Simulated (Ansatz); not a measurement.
**CH₅GeNO₂: up Jacob's ladder to CCSD(T)**

An exercise on one series of results from a longer session: the logs are not shown, and one member is left open.

The runs use Ansatz 0.2.0, Gaussian basis; functionals in def2-TZVPP, the program's frozen cores in correlated methods.

Plan: PBE-D4, r2SCAN-D4, PBE0-D4, B3LYP-D4, ωB97X-V, ωB97M-V, B2PLYP; CCSD(T)/def2-TZVPP; MP2/def2-QZVPP; extrapolation to the limit.

## The relaxed structure

The geometry comes from an earlier relaxation with PBE0-D4 in a triple-zeta def2 set; it is a stationary point, not always the lowest conformer.

SMILES `N[C](=O)[GeH2][OH]`, 10 atoms, charge 0, spin multiplicity 1.

Atoms are counted from 1 here; the program's logs count them from 0.

Bond lengths: N1–C2 1.347 Å, N1–H6 1.004 Å, N1–H7 1.009 Å, C2–O3 1.217 Å, C2–Ge4 2.006 Å, Ge4–O5 1.767 Å, Ge4–H8 1.540 Å, Ge4–H9 1.540 Å, O5–H10 0.968 Å. Angles: C2–N1–H6 121.8°, C2–N1–H7 119.2°, H6–N1–H7 119.0°, N1–C2–O3 123.1°, N1–C2–Ge4 121.2°, O3–C2–Ge4 115.7°, C2–Ge4–O5 100.0°, C2–Ge4–H8 112.6°, C2–Ge4–H9 112.7°, O5–Ge4–H8 110.4°, O5–Ge4–H9 110.4°, H8–Ge4–H9 110.4°, Ge4–O5–H10 106.3°.

The first run:

in.yaml

```yaml
crystal:
  periodic: [false, false, false]
  atoms:
    - {symbol: N, position_ang: [1.815762, -0.127962, 0.297055]}
    - {symbol: C, position_ang: [0.670446, -0.071972, -0.408940]}
    - {symbol: O, position_ang: [0.636463, -0.120125, -1.624427]}
    - {symbol: Ge, position_ang: [-1.106993, 0.098606, 0.506104]}
    - {symbol: O, position_ang: [-2.175352, 0.123399, -0.901678]}
    - {symbol: H, position_ang: [1.821996, -0.086122, 1.299707]}
    - {symbol: H, position_ang: [2.693137, -0.213682, -0.193746]}
    - {symbol: H, position_ang: [-1.429622, -1.110081, 1.403381]}
    - {symbol: H, position_ang: [-1.239996, 1.408765, 1.303529]}
    - {symbol: H, position_ang: [-1.602641, 0.047873, -1.678184]}
basis:
  gaussian: {orbitals: def2-TZVPP}
hamiltonian: {xc: pbe, dispersion: d4}
output: {forces: true, orbitals: {seedname: orbitals}}
```

The run is started by

```sh
> ansatz run in.yaml --threads 4 --pin off --events-out ev --progress --plain --max-ram 10444MiB
```

Among the steps run: PBE-D4 (GGA); r2SCAN-D4 (meta-GGA); PBE0-D4 (hybrid); B3LYP-D4 (hybrid); ωB97X-V (range-separated); ωB97M-V (range-separated); B2PLYP (double hybrid); CCSD(T) in def2-TZVPP; MP2 in def2-QZVPP.

One of the session's tables, all rows but one given; the rest of the session is left out.

```
            method  atomisation energy (kJ/mol)
            PBE-D4                       3757.7
         r2SCAN-D4                            ?
           PBE0-D4                       3632.5
          B3LYP-D4                       3637.7
           ωB97X-V                       3661.1
           ωB97M-V                       3645.4
            B2PLYP                       3603.8
     HF/def2-TZVPP                       2392.1
    MP2/def2-TZVPP                       3627.3
   CCSD/def2-TZVPP                       3462.8
CCSD(T)/def2-TZVPP                       3539.6
           MP2/CBS                       3735.8
       CCSD(T)/CBS                       3648.1
```

Estimate the missing values for r2SCAN-D4.

**Answer.** atomisation energy (kJ/mol): 3653.4. In the column «atomisation energy (kJ/mol)» it lies between CCSD(T)/CBS (3648.1) and ωB97X-V (3661.1).

Caveats from the session: Free atoms (1 N, 1 C, 2 O, 1 Ge, 5 H) were run apart at each level; the atomisation energy is their sum less the molecule, without zero-point or spin-orbit terms.
